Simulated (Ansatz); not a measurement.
Here is an Ansatz 0.2.0 calculation.

File input.yaml:

```yaml
crystal:
  lattice:
    - [2.76078, 0.0, 0.0]
    - [-1.38039, 2.3909, 0.0]
    - [0.0, 0.0, 11.34051]
  atoms:
    - { symbol: Ni, position: [0.0, 0.0, 0.70917], spin: 1.0 }
    - { symbol: Mo, position: [0.66667, 0.33333, 0.29425], spin: 1.0 }
    - { symbol: Pd, position: [0.66667, 0.33333, 0.89901] }
    - { symbol: Ir, position: [0.0, 0.0, 0.10604], spin: 0.6 }
    - { symbol: W, position: [0.66667, 0.33333, 0.52921] }
hamiltonian:
  xc: pbe
  pseudopotentials: { kind: paw }
magnetization:
  spin_polarized: true
kpoints:
  mp_grid: { grid: [11, 11, 3] }
  band_path:
    path:
      - [[0.0, 0.0, 0.0], [0.5, 0.0, 0.0], [0.3333333333, 0.3333333333, 0.0], [0.0, 0.0, 0.0], [0.0, 0.0, 0.5], [0.5, 0.0, 0.5], [0.3333333333, 0.3333333333, 0.5], [0.0, 0.0, 0.5]]
      - [[0.5, 0.0, 0.5], [0.5, 0.0, 0.0]]
      - [[0.3333333333, 0.3333333333, 0.0], [0.3333333333, 0.3333333333, 0.5]]
    npoints: 14
scf:
  occupations: { method: fermi_dirac, width: 0.05 }
  n_extra_bands: 12
output:
  forces: true
  stress: true
  eigenvalues: true
  fatbands: false
  write_density: true
  write_potential: true
  elf: true
  volumetric_format: npy
```

Potentials or basis: Ansatz PAW.

Launch:

```sh
$ ansatz run input.yaml --threads 8 --pin off --max-ram 20480MiB --backend cpu --events-out ev --progress --plain --runs-dir out
```

Task: Predict the net moment.

Result: 0.00 μB per cell.

Task: Predict the pressure.

Result: -0.2 GPa.

Forces in eV/Å, atoms in the order of the input:
```
Ni   0.000  0.000  0.006
Mo   0.000  0.000  0.281
Pd   0.000  0.000  0.011
Ir   0.000  0.000 -0.215
W    0.000  0.000 -0.082
```

Caveat: spin-orbit coupling is left out, which moves the levels of the heavy elements; the starting moments weren't kept.
